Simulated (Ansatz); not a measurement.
Born–Oppenheimer molecular dynamics of a periodic cell of 24 atoms, NaCl (surface NaCl(110)). It goes on from the last frame of an earlier run, with new velocities.

Computed with DFT PBE, scalar-relativistic, plane waves, PAW (Ansatz). Settings: accuracy low, cutoff 420 eV, k mesh 1x2x1, fermi-dirac smearing 0.05 eV, no spin polarisation.

| Property | Result |
| --- | --- |
| ensemble | NVT, Langevin thermostat |
| time step | 2 fs |
| steps asked | 170 |
| set temperature | 1050 K |
| friction | 0.01 /fs |
| atoms held | 1, 4, 6, 7 |
| seed | 208756 |

Frames 4 fs apart, positions in Å, forces in eV/Å.

Velocities at 20.0 fs (Å/ps):

```
Na 0.00 0.00 0.00
Cl 4.71 2.95 -0.98
Na 2.13 -6.47 5.04
Cl 0.00 0.00 0.00
Na 1.74 -0.19 -3.71
Cl 0.00 0.00 0.00
Na 0.00 0.00 0.00
Cl -7.47 10.52 7.42
Na -2.64 4.48 8.87
Cl -9.17 -2.23 9.88
Na 6.45 6.12 -3.43
Cl 3.03 -1.34 -5.98
Na 0.73 -4.15 -3.40
Cl 8.60 1.20 -6.65
Na 0.97 4.29 5.74
Cl 5.84 8.80 -1.62
Na -6.77 -8.01 0.76
Cl -2.27 9.98 -3.44
Na -3.18 5.11 6.07
Cl 1.00 -1.63 1.97
Na -3.82 -4.17 0.04
Cl 3.46 2.57 10.79
Na 2.69 -6.43 -7.04
Cl 2.94 0.84 -3.13
```

```xyz
24
Lattice="7.9574 0.0000 0.0000 0.0000 5.6267 0.0000 0.0000 0.0000 22.9467" Properties=species:S:1:pos:R:3:forces:R:3 time_fs=20.0 energy_less_start_eV=0.224 T=1023
Na 0.000 0.000 1.000 0.01 0.00 0.41
Cl 2.265 0.112 3.034 -0.78 -0.02 -0.14
Na 5.992 2.729 2.683 -0.09 0.12 0.37
Cl 3.979 2.813 1.000 0.13 0.01 -0.72
Na 2.259 2.892 2.848 -0.44 0.05 0.29
Cl 0.000 2.813 1.000 0.29 0.02 -0.24
Na 3.979 0.000 1.000 -0.13 0.01 -0.04
Cl 5.726 -0.055 2.865 0.93 0.17 0.14
Na 3.876 0.318 5.249 0.37 -0.05 -0.64
Cl 5.756 -0.267 7.038 0.78 0.92 -0.26
Na 2.372 3.009 6.843 -0.25 0.02 0.37
Cl 0.214 2.893 4.979 -0.08 -0.09 0.04
Na 6.223 2.902 6.820 -0.10 -0.52 0.27
Cl 4.092 3.195 4.949 0.21 -0.58 -0.12
Na -0.104 0.051 5.173 0.11 0.01 -0.15
Cl 2.157 0.271 7.084 -0.54 -0.26 0.52
Na 0.614 -0.318 9.496 -0.31 0.29 0.26
Cl 2.401 0.049 11.691 -0.08 -0.08 -0.50
Na 6.298 2.897 11.292 -0.06 -0.22 0.00
Cl 4.677 2.875 9.165 -0.79 -0.07 -0.01
Na 2.203 2.970 11.303 0.21 -0.27 -0.02
Cl 0.248 2.450 9.421 0.45 0.46 -0.11
Na 4.354 0.085 9.188 0.02 0.04 0.59
Cl 6.254 -0.071 11.568 0.14 0.05 -0.30
24
Lattice="7.9574 0.0000 0.0000 0.0000 5.6267 0.0000 0.0000 0.0000 22.9467" Properties=species:S:1:pos:R:3:forces:R:3 time_fs=24.0 energy_less_start_eV=0.378 T=981
Na 0.000 0.000 1.000 0.01 0.01 0.43
Cl 2.279 0.123 3.028 -0.85 -0.05 -0.11
Na 6.000 2.704 2.704 -0.11 0.21 0.32
Cl 3.979 2.813 1.000 0.19 0.03 -0.74
Na 2.263 2.892 2.833 -0.44 0.06 0.31
Cl 0.000 2.813 1.000 0.26 0.04 -0.22
Na 3.979 0.000 1.000 -0.12 0.00 -0.06
Cl 5.690 -0.010 2.896 1.03 0.06 0.13
Na 3.870 0.337 5.279 0.48 -0.06 -0.85
Cl 5.719 -0.271 7.075 1.00 0.81 -0.45
Na 2.395 3.040 6.832 -0.21 0.01 0.34
Cl 0.223 2.887 4.954 -0.10 -0.05 0.12
Na 6.227 2.883 6.812 -0.12 -0.43 0.28
Cl 4.124 3.196 4.926 0.15 -0.55 -0.05
Na -0.100 0.068 5.197 0.10 -0.03 -0.18
Cl 2.186 0.302 7.075 -0.75 -0.28 0.64
Na 0.588 -0.336 9.499 -0.28 0.34 0.29
Cl 2.396 0.085 11.676 -0.07 -0.15 -0.49
Na 6.284 2.921 11.320 -0.06 -0.26 -0.03
Cl 4.674 2.868 9.173 -0.76 -0.09 -0.03
Na 2.187 2.953 11.305 0.26 -0.21 0.01
Cl 0.262 2.461 9.467 0.36 0.43 -0.20
Na 4.364 0.062 9.167 -0.10 0.11 0.79
Cl 6.266 -0.069 11.559 0.13 0.07 -0.29
24
Lattice="7.9574 0.0000 0.0000 0.0000 5.6267 0.0000 0.0000 0.0000 22.9467" Properties=species:S:1:pos:R:3:forces:R:3 time_fs=28.0 energy_less_start_eV=0.562 T=964
Na 0.000 0.000 1.000 0.01 0.01 0.44
Cl 2.282 0.140 3.028 -0.90 -0.10 -0.10
Na 6.006 2.680 2.722 -0.12 0.30 0.27
Cl 3.979 2.813 1.000 0.23 0.06 -0.76
Na 2.261 2.892 2.822 -0.44 0.08 0.33
Cl 0.000 2.813 1.000 0.23 0.05 -0.22
Na 3.979 0.000 1.000 -0.11 -0.01 -0.05
Cl 5.650 0.034 2.931 1.12 -0.05 0.11
Na 3.873 0.344 5.298 0.58 -0.06 -1.04
Cl 5.682 -0.278 7.108 1.26 0.72 -0.68
Na 2.417 3.072 6.826 -0.17 -0.01 0.30
Cl 0.229 2.880 4.932 -0.11 0.00 0.20
Na 6.229 2.865 6.813 -0.14 -0.36 0.27
Cl 4.155 3.198 4.899 0.08 -0.54 0.04
Na -0.090 0.087 5.220 0.09 -0.06 -0.20
Cl 2.212 0.326 7.058 -0.96 -0.27 0.77
Na 0.558 -0.351 9.502 -0.25 0.38 0.32
Cl 2.394 0.116 11.650 -0.05 -0.21 -0.45
Na 6.265 2.943 11.343 -0.05 -0.30 -0.05
Cl 4.666 2.868 9.179 -0.72 -0.12 -0.04
Na 2.175 2.933 11.308 0.32 -0.15 0.06
Cl 0.279 2.475 9.522 0.25 0.39 -0.31
Na 4.376 0.043 9.148 -0.27 0.18 1.04
Cl 6.274 -0.064 11.546 0.12 0.09 -0.27
24
Lattice="7.9574 0.0000 0.0000 0.0000 5.6267 0.0000 0.0000 0.0000 22.9467" Properties=species:S:1:pos:R:3:forces:R:3 time_fs=32.0 energy_less_start_eV=0.768 T=937
Na 0.000 0.000 1.000 0.01 0.01 0.45
Cl 2.276 0.160 3.034 -0.93 -0.16 -0.12
Na 6.010 2.667 2.736 -0.11 0.37 0.23
Cl 3.979 2.813 1.000 0.25 0.09 -0.77
Na 2.263 2.896 2.819 -0.43 0.09 0.34
Cl 0.000 2.813 1.000 0.21 0.06 -0.21
Na 3.979 0.000 1.000 -0.12 -0.01 -0.03
Cl 5.613 0.076 2.963 1.18 -0.15 0.09
Na 3.881 0.347 5.303 0.66 -0.04 -1.16
Cl 5.652 -0.287 7.136 1.50 0.67 -0.94
Na 2.437 3.104 6.825 -0.12 -0.03 0.24
Cl 0.229 2.875 4.911 -0.12 0.05 0.28
Na 6.223 2.856 6.816 -0.13 -0.32 0.25
Cl 4.190 3.203 4.871 -0.01 -0.53 0.15
Na -0.086 0.105 5.239 0.08 -0.09 -0.23
Cl 2.236 0.351 7.040 -1.12 -0.26 0.87
Na 0.528 -0.355 9.501 -0.22 0.40 0.35
Cl 2.394 0.147 11.617 -0.03 -0.27 -0.41
Na 6.249 2.965 11.368 -0.05 -0.34 -0.08
Cl 4.659 2.871 9.180 -0.68 -0.17 -0.04
Na 2.162 2.921 11.311 0.40 -0.09 0.12
Cl 0.294 2.496 9.579 0.12 0.35 -0.44
Na 4.381 0.021 9.127 -0.44 0.27 1.31
Cl 6.283 -0.060 11.527 0.10 0.12 -0.24
24
Lattice="7.9574 0.0000 0.0000 0.0000 5.6267 0.0000 0.0000 0.0000 22.9467" Properties=species:S:1:pos:R:3:forces:R:3 time_fs=36.0 energy_less_start_eV=0.983 T=968
Na 0.000 0.000 1.000 0.02 0.02 0.46
Cl 2.273 0.177 3.041 -0.95 -0.22 -0.15
Na 6.013 2.655 2.743 -0.09 0.46 0.20
Cl 3.979 2.813 1.000 0.25 0.11 -0.78
Na 2.253 2.896 2.812 -0.40 0.11 0.34
Cl 0.000 2.813 1.000 0.20 0.07 -0.23
Na 3.979 0.000 1.000 -0.11 -0.01 0.01
Cl 5.585 0.119 2.999 1.21 -0.28 0.03
Na 3.894 0.349 5.305 0.73 -0.04 -1.30
Cl 5.630 -0.296 7.153 1.71 0.62 -1.16
Na 2.458 3.142 6.836 -0.06 -0.07 0.16
Cl 0.228 2.873 4.885 -0.12 0.08 0.36
Na 6.211 2.846 6.815 -0.12 -0.30 0.20
Cl 4.227 3.200 4.840 -0.13 -0.50 0.27
Na -0.080 0.122 5.261 0.09 -0.11 -0.27
Cl 2.260 0.377 7.019 -1.28 -0.24 0.98
Na 0.496 -0.353 9.505 -0.19 0.43 0.37
Cl 2.392 0.175 11.585 0.01 -0.33 -0.36
Na 6.236 2.986 11.388 -0.06 -0.38 -0.10
Cl 4.656 2.873 9.180 -0.66 -0.20 -0.03
Na 2.151 2.907 11.309 0.51 -0.02 0.21
Cl 0.305 2.524 9.637 -0.02 0.29 -0.59
Na 4.392 0.005 9.111 -0.61 0.34 1.56
Cl 6.300 -0.057 11.500 0.07 0.15 -0.21
24
Lattice="7.9574 0.0000 0.0000 0.0000 5.6267 0.0000 0.0000 0.0000 22.9467" Properties=species:S:1:pos:R:3:forces:R:3 time_fs=40.0 energy_less_start_eV=1.166 T=876
Na 0.000 0.000 1.000 0.03 0.02 0.47
Cl 2.264 0.188 3.046 -0.94 -0.27 -0.17
Na 6.012 2.642 2.747 -0.04 0.56 0.17
Cl 3.979 2.813 1.000 0.23 0.13 -0.77
Na 2.237 2.888 2.814 -0.35 0.13 0.32
Cl 0.000 2.813 1.000 0.18 0.08 -0.24
Na 3.979 0.000 1.000 -0.10 -0.01 0.07
Cl 5.566 0.160 3.033 1.20 -0.42 -0.03
Na 3.918 0.343 5.301 0.71 -0.02 -1.38
Cl 5.611 -0.303 7.158 1.87 0.58 -1.25
Na 2.476 3.188 6.847 -0.02 -0.12 0.08
Cl 0.230 2.875 4.857 -0.14 0.10 0.46
Na 6.189 2.833 6.819 -0.09 -0.27 0.15
Cl 4.261 3.197 4.814 -0.23 -0.47 0.38
Na -0.073 0.133 5.284 0.09 -0.12 -0.31
Cl 2.286 0.405 7.001 -1.38 -0.21 1.04
Na 0.456 -0.346 9.515 -0.15 0.44 0.38
Cl 2.395 0.198 11.552 0.04 -0.39 -0.32
Na 6.221 3.012 11.412 -0.05 -0.42 -0.13
Cl 4.658 2.873 9.177 -0.65 -0.23 -0.01
Na 2.143 2.890 11.305 0.63 0.05 0.30
Cl 0.312 2.551 9.687 -0.18 0.24 -0.73
Na 4.398 -0.009 9.105 -0.71 0.40 1.70
Cl 6.319 -0.050 11.474 0.02 0.20 -0.16
24
Lattice="7.9574 0.0000 0.0000 0.0000 5.6267 0.0000 0.0000 0.0000 22.9467" Properties=species:S:1:pos:R:3:forces:R:3 time_fs=44.0 energy_less_start_eV=1.274 T=747
Na 0.000 0.000 1.000 0.04 0.02 0.48
Cl 2.243 0.190 3.041 -0.89 -0.29 -0.17
Na 6.021 2.633 2.748 -0.02 0.65 0.14
Cl 3.979 2.813 1.000 0.21 0.14 -0.74
Na 2.231 2.891 2.829 -0.30 0.13 0.26
Cl 0.000 2.813 1.000 0.18 0.09 -0.26
Na 3.979 0.000 1.000 -0.09 -0.01 0.12
Cl 5.555 0.192 3.062 1.18 -0.54 -0.10
Na 3.951 0.333 5.293 0.60 0.00 -1.40
Cl 5.600 -0.309 7.155 1.93 0.54 -1.18
Na 2.495 3.237 6.859 0.01 -0.16 0.03
Cl 0.234 2.874 4.834 -0.16 0.12 0.54
Na 6.176 2.810 6.825 -0.07 -0.22 0.10
Cl 4.291 3.192 4.791 -0.31 -0.44 0.47
Na -0.061 0.140 5.305 0.10 -0.12 -0.35
Cl 2.313 0.442 6.992 -1.40 -0.19 1.03
Na 0.415 -0.341 9.524 -0.09 0.46 0.36
Cl 2.395 0.227 11.522 0.08 -0.45 -0.28
Na 6.208 3.039 11.428 -0.04 -0.46 -0.15
Cl 4.658 2.879 9.181 -0.63 -0.25 0.01
Na 2.136 2.885 11.297 0.76 0.11 0.40
Cl 0.320 2.579 9.723 -0.36 0.20 -0.86
Na 4.405 -0.020 9.116 -0.71 0.43 1.69
Cl 6.340 -0.038 11.446 -0.03 0.23 -0.11
24
Lattice="7.9574 0.0000 0.0000 0.0000 5.6267 0.0000 0.0000 0.0000 22.9467" Properties=species:S:1:pos:R:3:forces:R:3 time_fs=48.0 energy_less_start_eV=1.298 T=730
Na 0.000 0.000 1.000 0.06 0.02 0.48
Cl 2.214 0.193 3.034 -0.81 -0.30 -0.17
Na 6.037 2.635 2.754 -0.02 0.71 0.10
Cl 3.979 2.813 1.000 0.19 0.15 -0.69
Na 2.220 2.906 2.846 -0.23 0.10 0.19
Cl 0.000 2.813 1.000 0.18 0.09 -0.29
Na 3.979 0.000 1.000 -0.09 -0.01 0.17
Cl 5.551 0.222 3.087 1.14 -0.63 -0.17
Na 3.990 0.325 5.284 0.42 0.03 -1.37
Cl 5.598 -0.317 7.146 1.90 0.53 -0.94
Na 2.512 3.282 6.872 0.03 -0.21 -0.02
Cl 0.238 2.871 4.811 -0.18 0.15 0.62
Na 6.164 2.786 6.829 -0.05 -0.18 0.08
Cl 4.319 3.189 4.775 -0.38 -0.41 0.54
Na -0.050 0.155 5.331 0.11 -0.14 -0.39
Cl 2.335 0.475 6.989 -1.35 -0.17 0.96
Na 0.376 -0.329 9.527 -0.04 0.47 0.33
Cl 2.390 0.257 11.496 0.11 -0.50 -0.25
Na 6.192 3.050 11.442 -0.02 -0.46 -0.17
Cl 4.654 2.887 9.188 -0.61 -0.25 0.02
Na 2.138 2.889 11.286 0.84 0.16 0.45
Cl 0.321 2.610 9.747 -0.47 0.16 -0.95
Na 4.404 -0.020 9.139 -0.63 0.43 1.51
Cl 6.361 -0.027 11.423 -0.10 0.24 -0.06
24
Lattice="7.9574 0.0000 0.0000 0.0000 5.6267 0.0000 0.0000 0.0000 22.9467" Properties=species:S:1:pos:R:3:forces:R:3 time_fs=52.0 energy_less_start_eV=1.261 T=757
Na 0.000 0.000 1.000 0.06 0.03 0.49
Cl 2.178 0.188 3.031 -0.70 -0.29 -0.18
Na 6.048 2.645 2.764 0.00 0.75 0.05
Cl 3.979 2.813 1.000 0.17 0.16 -0.64
Na 2.210 2.918 2.861 -0.17 0.08 0.13
Cl 0.000 2.813 1.000 0.17 0.10 -0.31
Na 3.979 0.000 1.000 -0.09 0.00 0.22
Cl 5.549 0.251 3.107 1.10 -0.71 -0.25
Na 4.024 0.305 5.269 0.22 0.07 -1.27
Cl 5.606 -0.325 7.131 1.77 0.56 -0.57
Na 2.529 3.327 6.886 0.05 -0.25 -0.05
Cl 0.238 2.875 4.788 -0.19 0.16 0.69
Na 6.152 2.770 6.832 -0.03 -0.16 0.06
Cl 4.346 3.191 4.770 -0.46 -0.41 0.58
Na -0.042 0.177 5.348 0.12 -0.16 -0.43
Cl 2.352 0.504 6.990 -1.26 -0.15 0.86
Na 0.335 -0.314 9.526 0.02 0.47 0.28
Cl 2.383 0.293 11.469 0.15 -0.58 -0.21
Na 6.178 3.054 11.457 0.01 -0.43 -0.19
Cl 4.646 2.896 9.195 -0.60 -0.24 0.04
Na 2.142 2.890 11.272 0.89 0.22 0.48
Cl 0.319 2.639 9.760 -0.57 0.14 -0.99
Na 4.393 -0.011 9.175 -0.48 0.41 1.21
Cl 6.374 -0.013 11.401 -0.17 0.21 0.01
```

Of the whole run (340 fs, mean temperature of the second half 958 K): A run of 0.34 ps of so small a system gives no equilibrium averages. Limits of this set-up: coarse k mesh, slab without dipole correction, low accuracy level.

Time of the run: 17 min on 2 threads of Arm Neoverse V2 (shared host), peak memory 1.5 GiB.
